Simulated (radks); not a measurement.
**Fractional charge and spin in the 4p shell of rubidium**

The task here is to estimate one member of a computed series from the others.

Program: radks (a radial shooting solver on a logarithmic mesh, Libxc functionals) version 1. Level of theory: scalar-relativistic Kohn-Sham, LDA (Slater exchange, Perdew-Wang correlation), spin-polarised, spherical densities, finite nucleus. These are calculated values, not measurements, unless marked.

## The system

```
element            : rubidium (Z = 37)
configuration      : [Ar] 3d10 4s2 4p(up 3, down 3)
nuclear rms radius : 4.2036 fm
```

A shell typed twice in an input gives spin up, then spin down.

The first run:

Input:

```text
Z 37
configuration [Ar] 3d10 4s2 4p3 4p3
relativity scalar-relativistic
functional lda,pw
spin polarised
nucleus finite rms 4.2036 fm
c 137.035999084
```

Among the steps run: 4p: up 3, down 3.

One table of the session follows, with a row left open; its other results are not shown here.

It belongs to the step «4p: up 3, down 3». Sizes of the orbitals, from the radial functions (bohr):

| level | <r> | outermost maximum (interpolated) | 90 % within | nodes |
| --- | --- | --- | --- | --- |
| 1s | 0.04034 | 0.0263 | 0.0722 | 0 |
| 2s | 0.1781 | 0.150 | 0.275 | 1 |
| 2p | 0.1552 | 0.120 | 0.253 | 0 |
| 3s | 0.5116 | 0.451 | 0.760 | 2 |
| 3p | 0.5195 | 0.447 | 0.791 | 1 |
| 3d | ? | ? | ? | ? |
| 4s | 1.451 | 1.26 | 2.14 | 3 |
| 4p | 1.713 | 1.42 | 2.60 | 2 |

Estimate the missing values for 3d.

**Answer.** <r>: 0.5257; outermost maximum (interpolated): 0.392; 90 % within: 0.857; nodes: 0. In the column «<r>» it lies between 3p (0.5195) and 4s (1.451).
